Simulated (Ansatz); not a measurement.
LaYMg4, space group F-43m, a frozen displacement of one atom

Computed with the Python package of Ansatz (0.2.0).

Notebook, run cell by cell (the value of a cell's last expression is shown):

**Cell 1**
```python
import ansatz as az
import numpy as np
```

**Cell 2**
```python
lattice = az.Lattice.of(
    [0.0, 4.332922, 4.332922],
    [4.332922, 0.0, 4.332922],
    [4.332922, 4.332922, 0.0],
)
sites = [
    ('La', [0.75, 0.75, 0.75]),
    ('Y', [0.0, 0.0, 0.0]),
    ('Mg', [0.374882, 0.374882, 0.374882]),
    ('Mg', [0.875353, 0.374882, 0.374882]),
    ('Mg', [0.374882, 0.374882, 0.875353]),
    ('Mg', [0.374882, 0.875353, 0.374882]),
]
structure = az.Crystal(lattice=lattice)
for symbol, position in sites:
    structure = structure.atom(symbol, position)
```

**Cell 3**
```python
inverse = np.linalg.inv(np.array(structure.lattice.vectors))
home = np.array(structure.sites[2].position)
values = np.linspace(-0.02, 0.02, 5)
energies, pulls = [], []
for shift in values:
    moved = structure.move(2, to=home + shift * inverse[0])
    calculation = (
        moved.calculation()
        .basis(510)
        .kpoints(5, 5, 5, center='gamma')
        .occupations(az.OccupationsMethod.COLD, width=0.1)
        .functional('pbesol')
        .forces()
    )
    report = calculation.run(threads=1).report
    energies.append(report['free_energy_ev'])
    pulls.append(report['forces_ev_ang'][2][0])
```
Output:
```text
DeckWarning: the atoms were moved onto the symmetric positions of the space group found under crystal.symmetry.tolerance 1.0e-5 (fractional; no operation is sought that the atoms, as they stand in a round, miss by more than twice it, and no atom is moved by [...]
```

**Cell 4**
```python
# the force is minus the slope of the free energy
print('shift (A)   dE (eV)   force along x (eV/A)')
for shift, e, f in zip(values, energies, pulls):
    print(f'{shift:8.3f} {e - energies[2]:10.5f} {f:12.4f}')
print(f'stiffness from energies {2 * np.polyfit(values, energies, 2)[0]:.3f}, from forces {-np.polyfit(values, pulls, 1)[0]:.3f} eV/A^2')
```
Output:
```text
shift (A)   dE (eV)   force along x (eV/A)
  -0.020    0.00018       0.0406
  -0.010   -0.00007       0.0090
   0.000    0.00000      -0.0225
   0.010    0.00038      -0.0541
   0.020    0.00108      -0.0857
stiffness from energies 3.157, from forces 3.157 eV/A^2
```

The curvature of the energy gives 3.157 eV/Å² and the slope of the force 3.157 eV/Å², a positive curvature.

Caveats:
- Spin is left out of this run.
- For a metal this k-point mesh is coarse: on a finer one energies can move by several to tens of meV an atom and pressures by half a GPa or more, differences at one mesh by less.
- In a metal a curvature from energy changes of a few meV or less hangs on mesh and smearing, in size and even in sign.
- The structure comes from a database of computed cells and needn't be a stable or known phase.
- Warnings are shown shortened and without file and line.
- All periodic images of the atom move with it, so the curvature is one diagonal element of the zone-centre force constants and no normal mode; a positive value doesn't exclude soft modes in which several atoms move.
- Finished in 110 s on 1 thread of Arm Neoverse V1, on a shared host, peak memory 0.63 GiB.
